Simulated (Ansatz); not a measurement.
# InNH2Cl (SMILES [NH2][In][Cl]) at UPBE-QIDH/def2-SVP (core potential)

Aim: the vertical ionisation energy of InNH2Cl at UPBE-QIDH/def2-SVP (core potential), from 2 runs. 

The results are computed with Ansatz 0.2.0.

58 further runs of the same task are left out: 58 set aside as unsound or not needed.

## Step 1: The structure to begin with

InNH2Cl: 5 atoms, total charge 0, spin state doublet. As SMILES, `[NH2][In][Cl]`. The coordinates come from a PBE0-D4/def2-TZVP relaxation. This is one conformer, not always the lowest.

Bond lengths: N1–In2 2.072 Å, In2–Cl3 2.369 Å, N1–H4 1.015 Å, N1–H5 1.017 Å. Angles: N1–In2–Cl3 113.1°, In2–N1–H4 113.0°, In2–N1–H5 110.3°, H4–N1–H5 107.4°.

## Step 2: The energy at UPBE-QIDH/def2-SVP (core potential)

The input, job.yaml:

```yaml
crystal:
  periodic: [false, false, false]
  atoms:
    - {symbol: N, position_ang: [-0.142600, 0.808600, -0.493900]}
    - {symbol: In, position_ang: [-0.411600, -1.217800, -0.153300]}
    - {symbol: Cl, position_ang: [1.391500, -2.211500, 1.018700]}
    - {symbol: H, position_ang: [-0.999700, 1.283800, -0.756700]}
    - {symbol: H, position_ang: [0.212300, 1.263200, 0.343800]}
basis:
  gaussian:
    orbitals: def2-SVP
magnetization:
  spin_polarized: true
  initial_magnetization: 1
hamiltonian:
  xc: {name: PBE-QIDH}
correlation:
  frozen_orbitals: {Cl: 5, H: 0, In: 4, "N": 1}
accuracy: high
output:
  orbitals: {seedname: orbitals}
```

Command:

```console
$ ansatz run job.yaml --threads 1 --pin off --max-ram 2610MiB --events-out events.jsonl --progress --plain --runs-dir runs
```

Log:

```text
Warning: RAYON_NUM_THREADS=1 ignored (pool sized by the plan → 1); use --threads N
Functional definition: PBE-QIDH
  name "PBE-QIDH"
  parameter a = 3^(-1/3)
  parameter c = 1/3
  exchange = (1 - a)*pbe_x + a*exact_x
  correlation = (1 - c)*pbe_c + c*(mp2_os + mp2_ss)
1544 factors; integrals over basis functions are off by at most 3.3e-9 eV
mean field evaluation 1: about -19189.7353 eV, gradient 2.9e1 eV
mean field evaluation 2: about -19189.7923 eV, gradient 2.9e1 eV
mean field evaluation 4: about -19193.9514 eV, gradient 2.8e0 eV
mean field evaluation 8: about -19194.0437 eV, gradient 1.3e-1 eV
mean field evaluation 16: about -19194.0442 eV, gradient 3.5e-3 eV
mean field evaluation 32: about -19194.0442 eV, gradient 4.9e-8 eV
mean field -19194.04424005 eV, -705.3681156315 hartree, gradient 5.0e-8 eV, S^2 0.764720; 0 other end points of the search recorded, 0 dependent functions left out
10 core orbitals not correlated: weight in the atoms' cores, before any rotation towards them, 1.000 or more for the frozen orbitals, at most 0.000 for the correlated occupied ones
reference -19194.04424121 eV, -705.3681156739 hartree; 14, 13 occupied and 44, 45 virtual orbitals, 1544 factors
second order -11.60282496 eV of doubles, -0.00000000 eV of singles
Total energy: -19197.91184953 eV, -705.5102476582 hartree
```

It took 14 s on 1 thread of Arm Neoverse V1, shared host; peak memory 0.29 GiB.

## Step 3: The singlet cation

The input, molecule.yaml:

```yaml
crystal:
  periodic: [false, false, false]
  atoms:
    - symbol: "N"
      position_ang: [-0.142600, 0.808600, -0.493900]
    - symbol: In
      position_ang: [-0.411600, -1.217800, -0.153300]
    - symbol: Cl
      position_ang: [1.391500, -2.211500, 1.018700]
    - symbol: H
      position_ang: [-0.999700, 1.283800, -0.756700]
    - symbol: H
      position_ang: [0.212300, 1.263200, 0.343800]
basis:
  gaussian:
    orbitals: def2-SVP
total_charge: 1
magnetization:
  spin_polarized: false
correlation:
  frozen_orbitals: {Cl: 5, H: 0, In: 4, "N": 1}
output: {orbitals: {seedname: orbitals}}
hamiltonian:
  xc: {name: PBE-QIDH}
accuracy: high
```

Command:

```console
$ ansatz run molecule.yaml --threads 1 --pin off --max-ram 2610MiB --events-out events.jsonl --progress --plain --runs-dir runs
```

Log:

```text
Warning: RAYON_NUM_THREADS=1 ignored (pool sized by the plan → 1); use --threads N
[... 6 set-up lines as earlier in the session ...]
1543 factors; integrals over basis functions are off by at most 3.3e-9 eV
mean field evaluation 1: about -19176.0056 eV, gradient 6.2e1 eV
mean field evaluation 2: about -19176.0664 eV, gradient 6.2e1 eV
mean field evaluation 4: about -19184.5996 eV, gradient 1.7e1 eV
mean field evaluation 8: about -19185.5135 eV, gradient 6.1e-1 eV
mean field evaluation 16: about -19185.5159 eV, gradient 8.3e-4 eV
mean field evaluation 32: about -19183.0020 eV, gradient 2.9e1 eV
mean field -19185.51589842 eV, -705.0547048571 hartree, gradient 2.4e-8 eV, S^2 0.000000; 1 other end points of the search recorded, 0 dependent functions left out; unrestricted orbitals would lower it
10 core orbitals not correlated: weight in the atoms' cores, before any rotation towards them, 1.000 or more for the frozen orbitals, at most 0.000 for the correlated occupied ones
reference -19185.51589956 eV, -705.0547048991 hartree; 13, 13 occupied and 45, 45 virtual orbitals, 1543 factors
second order -11.95976605 eV of doubles, -0.00000000 eV of singles
Total energy: -19189.50248824 eV, -705.2012093310 hartree
```

Run time: 9.6 s. Hardware: 1 thread of Arm Neoverse V1, shared host; peak memory 0.19 GiB.

## Step 4: Outcome

Level: UPBE-QIDH/def2-SVP (core potential), 10 core orbitals frozen.

| quantity | value |
| --- | --- |
| doublet InNH2Cl: total energy | -705.51025 Eh |
| doublet InNH2Cl: HOMO energy (SCF part's orbitals) (highest over α and β) | -8.00 eV |
| doublet InNH2Cl: LUMO energy (SCF part's orbitals) (lowest over α and β) | -1.69 eV |
| doublet InNH2Cl: ⟨S²⟩ | 0.765 |
| singlet cation: total energy | -705.20121 Eh |
| singlet cation: HOMO energy (SCF part's orbitals) | -15.63 eV |
| singlet cation: LUMO energy (SCF part's orbitals) | -8.98 eV |
| singlet cation: HOMO–LUMO gap (SCF part's orbitals) | 6.65 eV |
| vertical ionisation energy (to the singlet cation) | 8.409 eV |

What this shows: Removing an electron at fixed nuclei costs 8.41 eV (811 kJ/mol). Only the singlet of the ionised species was computed; a triplet could lie lower. The restricted solution (singlet cation) is unstable to spin breaking: an unrestricted one lies lower.
